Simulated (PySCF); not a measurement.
# C3H7BrSi: the cost of one run

The runs use PySCF 2.14.0, with density-fitted response routines of our own; the level of theory stands in each step. All values are computed, except where a source is named. Atoms count from 0, in the outputs and in this text.

### 1 Starting geometry

12 atoms, charge 0, multiplicity 1; geometry from: GFN2-xTB. The atoms were then displaced at random by about 0.01 Å, so the start is not that level's minimum.

Bonds of the start (Å): Br0–Si1 2.22, Si1–C2 1.89, C2–C3 1.47, C3–C4 1.49, C4–C2 1.49, Si1–H5 1.45, Si1–H6 1.46, C2–H7 1.07, C3–H8 1.09, C3–H9 1.11, C4–H10 1.09, C4–H11 1.06.

### 2 Geometry optimisation at PBE0-D3(BJ)/def2-SVP

The job: settings as JSON, then the geometry in Å.

```
{"job": {"xc": "PBE0", "basis": "def2-SVP", "d3": "d3bj", "grid": 1, "shake": 0.01, "kind": "geom"}, "charge": 0, "multiplicity": 1}
Br     1.896190     0.856880     1.777970
Si     1.675230    -0.033670    -0.244260
C     -0.164530    -0.286030    -0.596260
C     -1.078400    -0.634960     0.507590
C     -1.173900     0.706020    -0.128690
H      2.410340    -1.280250    -0.162540
H      2.291990     0.932270    -1.154400
H     -0.335070    -0.734950    -1.554850
H     -0.746000    -0.702910     1.544480
H     -1.896930    -1.349660     0.297280
H     -0.850570     1.556150     0.476290
H     -1.988670     0.942830    -0.771630
```

Command:

```
> OMP_NUM_THREADS=1 python probes_run.py task.json out
```

This one command runs all jobs of the session in turn.

**Question.** How long does this first job take on 1 thread of Arm Neoverse N1, shared host, and how much memory does it need?

About 59 s, with a peak of 0.54 GiB.
